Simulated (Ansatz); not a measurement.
Wanted: the native input for an Ansatz 0.2.0 run.

| Property | Result |
| --- | --- |
| Task | band structure |
| Functional | PBE |
| Potentials or basis | Ansatz PAW |
| Cutoff | 420 eV (not typed: the program's choice for these potentials) |
| k mesh | 8 × 8 × 8 |
| Occupations | fermi-dirac, width 0.05 eV |
| Spin | no spin polarisation |
| Path | [["G", "X", "W", "K", "G", "L", "U", "W", "L", "K"], ["U", "X"]] |
| Points for each segment of the path | 14 |

The system is GaGe.

```
CELL_PARAMETERS angstrom
0.00000 2.89784 2.89784
2.89784 0.00000 2.89784
2.89784 2.89784 0.00000
ATOMIC_POSITIONS crystal
Ge 0.00000 0.00000 0.00000
Ga 0.25000 0.25000 0.25000
```

The cell comes from a database or a generator and needn't be the stable form of this composition.

The input as run:

input.yaml

```yaml
crystal:
  lattice:
    - [0.0, 2.897844, 2.897844]
    - [2.897844, 0.0, 2.897844]
    - [2.897844, 2.897844, 0.0]
  atoms:
    - { symbol: Ge, position: [0.0, 0.0, 0.0] }
    - { symbol: Ga, position: [0.25, 0.25, 0.25] }
hamiltonian:
  xc: pbe
  pseudopotentials: { kind: paw }
kpoints:
  mp_grid: { grid: [8, 8, 8] }
  band_path:
    path:
      - [[0.0, 0.0, 0.0], [0.5, 0.0, 0.5], [0.5, 0.25, 0.75], [0.375, 0.375, 0.75], [0.0, 0.0, 0.0], [0.5, 0.5, 0.5], [0.625, 0.25, 0.625], [0.5, 0.25, 0.75], [0.5, 0.5, 0.5], [0.375, 0.375, 0.75]]
      - [[0.625, 0.25, 0.625], [0.5, 0.0, 0.5]]
    npoints: 14
scf:
  occupations: { method: fermi_dirac, width: 0.05 }
  n_extra_bands: 6
output:
  forces: true
  stress: true
  eigenvalues: true
  fatbands: true
```

Potentials or basis: Ansatz PAW.

The run is started by

```sh
$ ansatz run input.yaml --threads 2 --pin off --max-ram 5632MiB --backend cpu --events-out ev --progress --plain --runs-dir out
```

It gave:

| Item | Value |
| --- | --- |
| Pressure | 0.2 GPa |
| Band gap on the k mesh | none (metal or under the smearing width) |

Run time: 5.4 s on 2 threads of Arm Neoverse V2, with other jobs on the host, peak memory 0.33 GiB.
